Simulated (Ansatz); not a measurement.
**Ru (sc type): a single-point run**

Wanted: a converged single-point run for Ru (sc type), and a check of what comes out.

Program: Ansatz 0.2.0. Level of theory: Kohn-Sham DFT, with the functional, basis and potentials that each input names (as first typed). These are calculated values, not measurements.

2 further runs of the same task are left out: 2 that didn't finish. Runs told in other sessions of the task aren't counted.

## (1) The structure to begin with

Symmetry: Pm-3m, No. 221, cubic system. The conventional cell has a = 2.481 Å, b = 2.481 Å, c = 2.481 Å, α = 90.00°, β = 90.00°, γ = 90.00°. Around Ru (site symmetry m-3m) lie 6 Ru at 2.48 Å.

Coordinates:

```cif
data_structure
_symmetry_space_group_name_H-M 'Pm-3m'
_symmetry_Int_Tables_number 221
_cell_length_a 2.4809
_cell_length_b 2.4809
_cell_length_c 2.4809
_cell_angle_alpha 90.000
_cell_angle_beta 90.000
_cell_angle_gamma 90.000
_cell_volume 15.27
loop_
_atom_site_label
_atom_site_type_symbol
_atom_site_symmetry_multiplicity
_atom_site_Wyckoff_symbol
_atom_site_fract_x
_atom_site_fract_y
_atom_site_fract_z
_atom_site_occupancy
Ru1 Ru 1 a 0.00000 0.00000 0.00000 1
```

## (2) Running it

input.yaml

```yaml
crystal:
  lattice:
    - [2.4809232776, 0.0, 0.0]
    - [0.0, 2.4809232776, 0.0]
    - [0.0, 0.0, 2.4809232776]
  atoms:
    - { symbol: Ru, position: [0.0, 0.0, 0.0] }
kpoints:
  mp_grid: { grid: [15, 15, 15] }
  band_path:
    path:
      - [0.0, 0.0, 0.0]
      - [0.0, 0.5, 0.0]
      - [0.5, 0.5, 0.0]
      - [0.0, 0.0, 0.0]
      - [0.5, 0.5, 0.5]
      - [0.0, 0.5, 0.0]
      - [0.5, 0.5, 0.5]
      - [0.5, 0.5, 0.0]
    npoints: 8
scf:
  occupations: { method: fermi_dirac, width: 0.1 }
  max_iter: 75
hamiltonian:
  xc: pbesol
  pseudopotentials: { kind: paw }
  hubbard: { sites: [{ species: Ru, l: d, u_eff: 20.0 }] }
output:
  forces: true
  stress: true
  eigenvalues: true
  populations: true
```

On the command line:

```sh
$ ansatz run input.yaml --threads 1 --pin off --max-ram 2048MiB --backend cpu --events-out ev --progress --plain --runs-dir out
```

**Question.** How will this run end, and is anything wrong with its input?

This run ends as converged, with warnings (filled band counts differ across k points, negative dielectric reading). It gives a pressure of 84 GPa, which is large; a structure far from rest gives such values too, whatever the setting.

Look at the input: hamiltonian.hubbard.sites is [{species: Ru, l: d, u_eff: 20.0}]. The U is far outside the few eV that correlated shells need; it reshapes the shell's occupations.

To check: delete hamiltonian.hubbard.sites.
